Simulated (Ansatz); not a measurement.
# C₃H₉InOS: up Jacob's ladder to CCSD(T)

Aim: compute C₃H₉InOS with functionals from several rungs and with coupled cluster. The yardstick is the atomisation energy at the CCSD(T) limit.

The runs use Ansatz 0.2.0, Gaussian basis; functionals in def2-TZVPP, the program's frozen cores in correlated methods.

The runs, in order: PBE-D4, r2SCAN-D4, PBE0-D4, B3LYP-D4, ωB97X-V, ωB97M-V, B2PLYP; CCSD(T)/def2-TZVPP; MP2/def2-QZVPP; extrapolation to the limit.

**1. The relaxed structure**

All runs share one geometry, relaxed beforehand with PBE0-D4 in a triple-zeta def2 set. In takes the def2 core potential; no spin-orbit term is included.

15 atoms, charge 0, spin multiplicity 1.

Atoms are counted from 1 here; the program's logs count them from 0.

Bond lengths: C1–C2 1.521 Å, C1–H7 1.097 Å, C1–H8 1.094 Å, C1–H9 1.093 Å, C2–C3 1.522 Å, C2–In4 2.169 Å, C2–H10 1.095 Å, C3–H11 1.094 Å, C3–H12 1.092 Å, C3–H13 1.097 Å, In4–O5 1.997 Å, In4–S6 2.383 Å, O5–H14 0.960 Å, S6–H15 1.345 Å. Angles: C2–C1–H7 110.4°, C2–C1–H8 111.9°, C2–C1–H9 112.5°, H7–C1–H8 106.9°, H7–C1–H9 107.3°, H8–C1–H9 107.6°, C1–C2–C3 112.2°, C1–C2–In4 111.2°, C1–C2–H10 109.0°, C3–C2–In4 111.3°, C3–C2–H10 108.8°, In4–C2–H10 104.0°, C2–C3–H11 111.9°, C2–C3–H12 112.5°, C2–C3–H13 110.3°, H11–C3–H12 107.6°, H11–C3–H13 106.9°, H12–C3–H13 107.5° and more.

As a file:

```
C     0.91485    0.93341   -1.18873
C     0.13422   -0.29875   -0.75744
C     1.04246   -1.48746   -0.47730
In   -1.13984    0.13611    0.94351
O    -1.45877    1.98033    1.63873
S    -2.36307   -1.36699    2.32949
H     1.51990    0.71170   -2.07660
H     1.60510    1.27151   -0.41020
H     0.26335    1.77392   -1.44113
H    -0.56910   -0.57199   -1.55121
H     1.74837   -1.27955    0.33207
H     0.48306   -2.38521   -0.20418
H     1.63894   -1.72857   -1.36591
H    -0.99521    2.66291    1.14847
H    -2.82424   -0.35134    3.08041
```

**2. PBE-D4 (GGA)**

File in.yaml:

```yaml
crystal:
  periodic: [false, false, false]
  atoms:
    - {symbol: C, position_ang: [0.914847, 0.933411, -1.188727]}
    - {symbol: C, position_ang: [0.134224, -0.298753, -0.757438]}
    - {symbol: C, position_ang: [1.042456, -1.487461, -0.477302]}
    - {symbol: In, position_ang: [-1.139842, 0.136112, 0.943509]}
    - {symbol: O, position_ang: [-1.458774, 1.980327, 1.638730]}
    - {symbol: S, position_ang: [-2.363069, -1.366989, 2.329490]}
    - {symbol: H, position_ang: [1.519898, 0.711696, -2.076602]}
    - {symbol: H, position_ang: [1.605099, 1.271515, -0.410201]}
    - {symbol: H, position_ang: [0.263353, 1.773916, -1.441131]}
    - {symbol: H, position_ang: [-0.569103, -0.571987, -1.551209]}
    - {symbol: H, position_ang: [1.748372, -1.279555, 0.332074]}
    - {symbol: H, position_ang: [0.483056, -2.385211, -0.204176]}
    - {symbol: H, position_ang: [1.638939, -1.728574, -1.365910]}
    - {symbol: H, position_ang: [-0.995210, 2.662913, 1.148470]}
    - {symbol: H, position_ang: [-2.824245, -0.351340, 3.080413]}
basis:
  gaussian: {orbitals: def2-TZVPP}
hamiltonian: {xc: pbe, dispersion: d4}
output: {forces: true, orbitals: {seedname: orbitals}}
```

Command:

```console
$ ansatz run in.yaml --threads 2 --pin off --events-out ev --progress --plain --max-ram 32768MiB --backend cuda --devices 0, --max-vram 18GiB
```

The runs that follow: r2SCAN-D4 (meta-GGA); PBE0-D4 (hybrid); B3LYP-D4 (hybrid); ωB97X-V (range-separated); ωB97M-V (range-separated); B2PLYP (double hybrid); CCSD(T) in def2-TZVPP; MP2 in def2-QZVPP.

Q: Predict the results of all the runs planned. Wanted: atomisation energy, CCSD(T)/CBS; farthest; mean size of error, hybrid; mean size of error, range-separated; gap, smallest and largest; T1 diagnostic; triples share of the correlation energy.

**Answer**, as computed:

| quantity | value |
| --- | --- |
| atomisation energy, CCSD(T)/CBS | 55.770 eV |
| functionals within 0.558 eV (1.0 %) | r2SCAN-D4, PBE0-D4, B3LYP-D4, ωB97X-V, ωB97M-V |
| farthest | B2PLYP (-1.012 eV) |
| mean size of error, hybrid | 0.375 eV |
| mean size of error, range-separated | 0.108 eV |
| gap, smallest and largest | 4.19 eV (PBE-D4), 10.43 eV (ωB97X-V) |
| T1 diagnostic | 0.0137 |
| triples share of the correlation energy | 3.8 % |

In words: PBE-D4 is off by +0.647 eV. Double hybrids carry the basis error of their MP2 part in triple zeta, and no dispersion term here, so their miss is partly the set-up's. Misses under about 0.558 eV are within the doubt on the reference itself, which lacks core-valence correlation, spin-orbit coupling and higher excitations, and its outer-core shells are covered unevenly. All levels share the lack of spin-orbit coupling, which lowers the free heavy atoms and so the true binding. Hartree-Fock recovers 72 % of the binding; the rest is correlation. Orbital gaps span 4.2 to 10.4 eV; exact exchange widens them. Correlated methods include outer-core shells of In, which these sets cover unevenly.
